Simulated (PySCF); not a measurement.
# C5H11AsN2Si: the cost of one run

Computed with PySCF 2.14.0 and routines of our own; the level stands in each step. Atoms count from 0.

## 1. The starting structure

20 atoms, charge -1, multiplicity 2; geometry from: GFN2-xTB.

## 2. Open-shell or spin-flip excitations: unrestricted TDDFT PBE0/def2-SVP in methanol

The job: settings as JSON, then the geometry in Å.

```
{"job": {"kind": "uabs", "xc": "PBE0", "basis": "def2-SVP", "nstates": 10, "tda": false, "solvent": "methanol", "pol": false}, "charge": -1, "multiplicity": 2}
C     -1.868233    -1.786829    -0.616357
N     -2.072276    -0.425824    -0.245374
C     -1.038882     0.395951    -0.141035
C     -1.280877     1.731904     0.270493
N     -2.401906     2.289394     0.633791
C      0.393339     0.005090    -0.347177
C      1.155349    -0.285634     0.976178
Si     2.884323     0.323182     0.443603
As     1.576897     1.419321    -1.158564
H     -1.494914    -1.906764    -1.650760
H     -1.165797    -2.329926     0.043005
H     -2.836125    -2.298314    -0.558246
H     -0.398691     2.392586     0.317924
H     -3.147612     1.590889     0.588469
H      0.464351    -0.884278    -0.989139
H      1.031812    -1.318976     1.319303
H      0.754041     0.359713     1.764383
H      3.600241     1.067230     1.502292
H      3.733843    -0.850166     0.134802
H      2.105970     0.522130    -2.290626
```

With the program's defaults for keys left out, this is: unrestricted TDDFT PBE0/def2-SVP, vertical, IEF-PCM methanol (non-equilibrium linear response), core orbitals frozen in the response.

Command:

```
OMP_NUM_THREADS=1 python excited_run.py task.json out
```

One launch serves the whole session: the jobs run in the order shown.

Q: Estimate the wall time and peak memory of this first job on 1 thread of AMD EPYC 7B13, shared host.

About 83 s, with a peak of 1.1 GiB.
